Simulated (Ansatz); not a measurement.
# C2H5In: the cost of one run

Computed with Ansatz 0.2.0, Gaussian basis. Level: unrestricted cation, the program's frozen cores in correlated methods.

The runs, in order: UKS PBE-D4/def2-TZVPP; UKS r2SCAN-D4/def2-TZVPP; UKS PBE0-D4/def2-TZVPP; UKS B3LYP-D4/def2-TZVPP; UKS wB97X-V/def2-TZVPP; UKS wB97M-V/def2-TZVPP; UKS B2PLYP/def2-TZVPP; UHF-CCSD(T)/def2-TZVPP; UHF-MP2/def2-QZVPP; extrapolation to the limit; then −ε(HOMO) from the neutral's earlier runs with LDA (SPW92), PBE-D4, revPBE-D4, BLYP-D4, r2SCAN-D4, B97M-V, PBE0-D4, B3LYP-D4, r2SCANh-D4, r2SCAN0-D4, HSE06-D4, BHLYP-D4, CAM-B3LYP-D4, LC-ωPBE, ωB97X-V, ωB97M-V.

1 further run of the same task is left out (for a known fault of the program).

### Step 1. Structure used throughout

An earlier PBE0-D4 in a triple-zeta def2 set relaxation fixed the geometry. In takes the def2 core potential; no spin-orbit term is included.

SMILES `C=[CH][InH2]`, 8 atoms, charge 0, spin multiplicity 1.

Atoms are counted from 1 here; the program's logs count them from 0.

Bond lengths: C1–C2 1.332 Å, C1–H4 1.088 Å, C1–H5 1.089 Å, C2–In3 2.135 Å, C2–H6 1.089 Å, In3–H7 1.724 Å, In3–H8 1.728 Å. Angles: C2–C1–H4 122.2°, C2–C1–H5 122.4°, H4–C1–H5 115.4°, C1–C2–In3 121.1°, C1–C2–H6 117.6°, In3–C2–H6 121.3°, C2–In3–H7 122.0°, C2–In3–H8 115.9°, H7–In3–H8 122.1°.

### Step 2. Cation, UKS PBE-D4/def2-TZVPP

File in.yaml:

```yaml
crystal:
  periodic: [false, false, false]
  atoms:
    - {symbol: C, position_ang: [-1.013298, 1.059934, -0.051723]}
    - {symbol: C, position_ang: [0.205382, 0.623975, -0.368194]}
    - {symbol: In, position_ang: [0.870873, -1.315349, 0.226797]}
    - {symbol: H, position_ang: [-1.715840, 0.454725, 0.516961]}
    - {symbol: H, position_ang: [-1.375004, 2.045115, -0.343688]}
    - {symbol: H, position_ang: [0.847717, 1.291968, -0.939729]}
    - {symbol: H, position_ang: [2.443032, -1.901996, -0.168017]}
    - {symbol: H, position_ang: [-0.262862, -2.258372, 1.127603]}
basis:
  gaussian: {orbitals: def2-TZVPP}
total_charge: 1
magnetization: {spin_polarized: true, initial_magnetization: 1}
hamiltonian: {xc: pbe, dispersion: d4}
```

Run with:

```bash
$ ansatz run in.yaml --threads 4 --pin off --events-out ev --progress --plain --max-ram 10444MiB
```

Q: Estimate wall time and peak memory on 4 threads of Arm Neoverse V2, shared host.

About 4.9 s, with a peak of 0.25 GiB.
